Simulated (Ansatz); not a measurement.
HPbNO4:

```xyz
14
Lattice="6.8588 0.0000 0.0000 0.0000 4.2287 0.0000 -3.3910 0.0000 7.2746" Properties=species:S:1:pos:R:3 pbc="T T T"
H    -0.1737    3.1715    3.6904
H     3.6414    1.0572    3.5842
Pb    1.1071    1.0572    2.0728
Pb    2.3607    3.1715    5.2018
N    -1.3602    3.1715    6.0792
N     4.8280    1.0572    1.1954
O     0.7313    3.1715    3.2982
O    -0.1410    3.1715    6.3217
O    -2.2099    3.1715    7.0227
O    -1.7846    3.1715    4.8707
O     2.7365    1.0572    3.9764
O     3.6087    1.0572    0.9529
O     5.6777    1.0572    0.2519
O     5.2524    1.0572    2.4039
```

The cell was built by a generator and needn't be a form met in nature.

| Quantity | Value |
| --- | --- |
| Program | Ansatz 0.2.0 |
| Task | relaxation of cell and atoms |
| Functional | r2SCAN |
| Potentials or basis | Ansatz PAW |
| Cutoff | 500 eV (not typed: the program's choice for these potentials) |
| k mesh | 3 × 5 × 3 |
| Occupations | fermi-dirac, width 0.05 eV |
| Spin | no spin polarisation |

At the start: volume 15.07 Å³/atom.

**Question.** Where does the relaxation end?

**Answer.** It ends after 10 steps and the volume is 14.22 Å³/atom (-5.6 %); space group P2_1/m (No. 11, to 0.05 Å).

Step by step:
```csv
step,energy change (eV),largest force (eV/Å),volume (Å³)
1,0.0000,0.6515,210.99
2,-0.0193,0.4343,191.44
3,-0.0910,0.1018,200.80
4,-0.0954,0.0688,199.97
5,-0.0975,0.0577,199.10
6,-0.0981,0.0185,198.87
7,-0.0982,0.0106,198.93
8,-0.0925,0.0095,198.93
9,-0.0924,0.0080,199.07
10,-0.0925,0.0080,199.07
```

Final structure:
```yaml
crystal:
  lattice:
    - [6.81376, 0.00000, -0.10574]
    - [0.00000, 4.10803, 0.00000]
    - [-3.48091, 0.00000, 7.16608]
  atoms:
    - { symbol: H, position: [0.22076, 0.75000, 0.50397] }
    - { symbol: H, position: [0.77924, 0.25000, 0.49603] }
    - { symbol: Pb, position: [0.29847, 0.25000, 0.27945] }
    - { symbol: Pb, position: [0.70153, 0.75000, 0.72055] }
    - { symbol: N, position: [0.22008, 0.75000, 0.83707] }
    - { symbol: N, position: [0.77992, 0.25000, 0.16293] }
    - { symbol: O, position: [0.32841, 0.75000, 0.45476] }
    - { symbol: O, position: [0.41394, 0.75000, 0.86736] }
    - { symbol: O, position: [0.16976, 0.75000, 0.97141] }
    - { symbol: O, position: [0.06675, 0.75000, 0.67012] }
    - { symbol: O, position: [0.67159, 0.25000, 0.54524] }
    - { symbol: O, position: [0.58606, 0.25000, 0.13264] }
    - { symbol: O, position: [0.83024, 0.25000, 0.02859] }
    - { symbol: O, position: [0.93325, 0.25000, 0.32988] }
```

Caveat: the plane-wave basis is chosen anew once the cell has moved, so the energies of steps on either side of that aren't comparable; the PAW data sets come from PBE, with cores solved anew for the run's functional, which leaves a small shift of forces and pressure.
